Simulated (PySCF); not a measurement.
# C3H9BS (SMILES CSB(C)C) at 6 levels

Aim: a comparison of 6 runs (HF/3-21G, HF/def2-SVP, TPSS/6-31G, B3LYP/6-31G*, PBE0/def2-SVP) of C3H9BS. 

The results are computed with PySCF 2.14.0.

## (1) Starting point

C3H9BS has 14 atoms, charge 0, and is taken as a singlet. SMILES: `CSB(C)C`. The shape is that of a PBE0-D4/def2-TZVP optimisation.

Bond lengths: C1–S2 1.807 Å, S2–B3 1.786 Å, B3–C4 1.570 Å, B3–C5 1.569 Å, C1–H6 1.090 Å, C1–H7 1.089 Å, C1–H8 1.089 Å, C4–H9 1.093 Å, C4–H10 1.098 Å, C4–H11 1.092 Å, C5–H12 1.091 Å, C5–H13 1.096 Å, C5–H14 1.097 Å. Some angles: C1–S2–B3 105.9°, S2–B3–C4 122.3°, S2–B3–C5 115.8°, C4–B3–C5 121.9°, S2–C1–H6 110.9°, S2–C1–H7 107.4°, S2–C1–H8 111.0°, B3–C4–H9 113.5°, B3–C4–H10 109.2°, B3–C4–H11 112.4°.

## (2) Energy and forces at HF/3-21G (run 1)

The input, job.py:

```python
import pyscf.grad
from pyscf import gto

mol = gto.M(
    atom=[
    ('C', (-1.719200, 0.141600, 1.566500)),
    ('S', (-0.630900, 1.295000, 0.700800)),
    ('B', (0.404000, 0.292300, -0.354400)),
    ('C', (0.296200, -1.273100, -0.393400)),
    ('C', (1.452400, 1.071900, -1.222700)),
    ('H', (-2.385800, -0.363300, 0.868000)),
    ('H', (-2.317500, 0.723000, 2.267200)),
    ('H', (-1.142200, -0.597100, 2.121400)),
    ('H', (-0.734300, -1.638200, -0.404700)),
    ('H', (0.753500, -1.689000, 0.513500)),
    ('H', (0.825700, -1.706200, -1.245100)),
    ('H', (1.477300, 2.151200, -1.062200)),
    ('H', (2.457100, 0.672900, -1.041200)),
    ('H', (1.250700, 0.889700, -2.285000)),
],
    max_memory=1860,
    charge=0,
    basis='3-21g',
    verbose=3,
)

hf = mol.RHF()
hf.conv_tol = 1e-10
hf.kernel()
if not hf.converged:
    hf = hf.newton().run(hf.mo_coeff, hf.mo_occ)

e_final = hf.e_tot
print('Final energy', e_final)
grad = hf.Gradients().kernel()
dip = hf.dip_moment()
pop, q = hf.mulliken_pop()
```

Command:

```sh
$ OMP_NUM_THREADS=1 python job.py
```

The log of the run:

```text
converged SCF energy = -538.340279321353
Final energy -538.3402793213526
[... 8 lines left out ...]
Dipole moment(X, Y, Z, Debye): -0.13665, -2.00338, -0.02621
[... 82 lines left out ...]
charge of   13H =      0.20092
```

It took 5.1 s on 1 thread of Intel Xeon at 2.70GHz, shared host; peak memory 0.14 GiB.

## (3) Energy and forces at HF/def2-SVP (run 2)

The input, input.py:

```python
from pyscf import gto, scf

mol = gto.Mole()
mol.atom = '''
C   -1.719200   0.141600   1.566500
S   -0.630900   1.295000   0.700800
B    0.404000   0.292300  -0.354400
C    0.296200  -1.273100  -0.393400
C    1.452400   1.071900  -1.222700
H   -2.385800  -0.363300   0.868000
H   -2.317500   0.723000   2.267200
H   -1.142200  -0.597100   2.121400
H   -0.734300  -1.638200  -0.404700
H    0.753500  -1.689000   0.513500
H    0.825700  -1.706200  -1.245100
H    1.477300   2.151200  -1.062200
H    2.457100   0.672900  -1.041200
H    1.250700   0.889700  -2.285000
'''
mol.verbose = 3
mol.max_memory = 1860
mol.basis = 'def2-svp'
mol.build()

mf = scf.RHF(mol)
mf.conv_tol = 1e-10
mf.kernel()
if not mf.converged:
    mf = mf.newton().run(mf.mo_coeff, mf.mo_occ)

energy = mf.e_tot
print('Final energy', energy)
grad = mf.nuc_grad_method().kernel()
mf.analyze()
```

Command:

```sh
$ OMP_NUM_THREADS=1 python input.py
```

The log of the run:

```text
converged SCF energy = -540.875394370148
[... 28 lines left out ...]
MO #19  energy= -0.541484564513834 occ= 2
[... 19 lines left out ...]
MO #39  energy= 0.443972654972056  occ= 0
[... 19 lines left out ...]
MO #59  energy= 0.922183940600023  occ= 0
[... 19 lines left out ...]
MO #79  energy= 1.66336119271487   occ= 0
[... 19 lines left out ...]
MO #99  energy= 2.35586104404064   occ= 0
[... 19 lines left out ...]
MO #119 energy= 3.36472964502156   occ= 0
[... 15 lines left out ...]
Dipole moment(X, Y, Z, Debye): -0.36190, -1.54971,  0.21060
```

Wall time 19 s (1 thread of Intel Xeon at 2.70GHz, shared host); peak memory 0.31 GiB.

## (4) Energy and forces at TPSS/6-31G (run 3)

The input, input.py:

```python
from pyscf import gto, dft

mol = gto.Mole()
mol.atom = '''
C   -1.719200   0.141600   1.566500
S   -0.630900   1.295000   0.700800
B    0.404000   0.292300  -0.354400
C    0.296200  -1.273100  -0.393400
C    1.452400   1.071900  -1.222700
H   -2.385800  -0.363300   0.868000
H   -2.317500   0.723000   2.267200
H   -1.142200  -0.597100   2.121400
H   -0.734300  -1.638200  -0.404700
H    0.753500  -1.689000   0.513500
H    0.825700  -1.706200  -1.245100
H    1.477300   2.151200  -1.062200
H    2.457100   0.672900  -1.041200
H    1.250700   0.889700  -2.285000
'''
mol.charge = 0
mol.max_memory = 1860
mol.spin = 0
mol.verbose = 3
mol.basis = '6-31g'
mol.build()

ks = dft.RKS(mol)
ks.xc = 'tpss'
ks.grids.level = 5
ks.conv_tol = 1e-10
ks.kernel()
if not ks.converged:
    ks = ks.newton().run(ks.mo_coeff, ks.mo_occ)

e_tot = ks.e_tot
print('Final energy', e_tot)
grad = ks.nuc_grad_method().kernel()
ks.analyze()
```

Command:

```sh
$ OMP_NUM_THREADS=1 python input.py
```

The log of the run:

```text
converged SCF energy = -542.80045839221
[... 16 lines left out ...]
MO #7   energy= -5.70817850538687  occ= 2
[... 11 lines left out ...]
MO #19  energy= -0.350856998386177 occ= 2
[... 11 lines left out ...]
MO #31  energy= 0.130216022278173  occ= 0
[... 11 lines left out ...]
MO #43  energy= 0.473181195672562  occ= 0
[... 11 lines left out ...]
MO #55  energy= 0.862577225378196  occ= 0
[... 11 lines left out ...]
MO #67  energy= 1.42541359497842   occ= 0
[... 15 lines left out ...]
Dipole moment(X, Y, Z, Debye): -0.37818, -1.73938,  0.23483
```

Run time: 62 s. Hardware: 1 thread of Intel Xeon at 2.70GHz, shared host; peak memory 0.7 GiB.

Runs 4 to 5 aren't shown in full; the table further down has their settings and results.

## (5) Energy and forces at PBE0/def2-SVP (run 6)

The input, mol.xyz:

```xyz
14
C3H9BS
C     -1.719200     0.141600     1.566500
S     -0.630900     1.295000     0.700800
B      0.404000     0.292300    -0.354400
C      0.296200    -1.273100    -0.393400
C      1.452400     1.071900    -1.222700
H     -2.385800    -0.363300     0.868000
H     -2.317500     0.723000     2.267200
H     -1.142200    -0.597100     2.121400
H     -0.734300    -1.638200    -0.404700
H      0.753500    -1.689000     0.513500
H      0.825700    -1.706200    -1.245100
H      1.477300     2.151200    -1.062200
H      2.457100     0.672900    -1.041200
H      1.250700     0.889700    -2.285000
```

The input, run.py:

```python
from pyscf import gto, dft

mol = gto.M(
    atom='mol.xyz',
    basis='def2-svp',
    charge=0,
    max_memory=1860,
    verbose=4,
)

calc0 = dft.RKS(mol, xc='pbe0')
calc0.conv_tol = 1e-10
calc0.grids.level = 5
calc0.kernel()
if not calc0.converged:
    calc0 = calc0.newton().run(calc0.mo_coeff, calc0.mo_occ)

e_final = calc0.e_tot
print('E = %.10f Eh' % e_final)
grad = calc0.nuc_grad_method().kernel()
calc0.analyze()
```

Command:

```sh
$ OMP_NUM_THREADS=1 python run.py
```

The log of the run:

```text
PySCF version 2.14.0

[... 112 lines left out ...]
MO #9   energy= -5.92852234938575  occ= 2
[... 21 lines left out ...]
MO #31  energy= 0.138142076944724  occ= 0
[... 21 lines left out ...]
MO #53  energy= 0.66330611602513   occ= 0
[... 21 lines left out ...]
MO #75  energy= 1.25251693837461   occ= 0
[... 21 lines left out ...]
MO #97  energy= 1.97799019096182   occ= 0
[... 21 lines left out ...]
MO #119 energy= 3.02787079368943   occ= 0
[... 136 lines left out ...]
Dipole moment(X, Y, Z, Debye): -0.43587, -1.40998,  0.31756
```

Wall time 67 s (1 thread of Intel Xeon at 2.70GHz, shared host); peak memory 1.3 GiB.

## (6) The series

| run | level | integration grid | Cartesian functions | energy (Eh) | dipole moment (D) | HOMO energy (eV) | LUMO energy (eV) | wall time |
| --- | --- | --- | --- | --- | --- | --- | --- | --- |
| 1 | HF/3-21G | – | no | -538.340279 | 2.01 | -9.94 | 3.72 | 5.1 s |
| 2 | HF/def2-SVP | – | no | -540.875394 | 1.61 | -9.84 | 3.71 | 19 s |
| 3 | TPSS/6-31G | 5 | no | -542.800458 | 1.80 | -6.13 | -0.69 | 62 s |
| 4 | B3LYP/6-31G* (spherical functions) | 5 | no | -542.822851 | 1.59 | -6.83 | -0.05 | 59 s |
| 5 | B3LYP/6-31G* (Cartesian functions) | 5 | yes | -542.828154 | 1.59 | -6.83 | -0.05 | 60 s |
| 6 | PBE0/def2-SVP | 5 | no | -542.270819 | 1.51 | -7.16 | -0.01 | 67 s |

## (7) Summary of results

```
                       quantity          value
            run 6: total energy  -542.27082 Eh
           run 6: dipole moment         1.51 D
             run 6: HOMO energy       -7.16 eV
             run 6: LUMO energy       -0.01 eV
           run 6: HOMO–LUMO gap        7.15 eV
run 6: largest force on an atom     0.322 eV/Å
```

The dipole moment (its size) runs from 1.51 D (PBE0/def2-SVP) to 2.01 D (HF/3-21G). The two ends differ in method and basis. The HOMO–LUMO gap runs from 5.44 eV (TPSS/6-31G) to 13.67 eV (HF/3-21G). Totals of different functionals can't be ranked against each other. All runs together took 4.5 min, the longest 67 s.
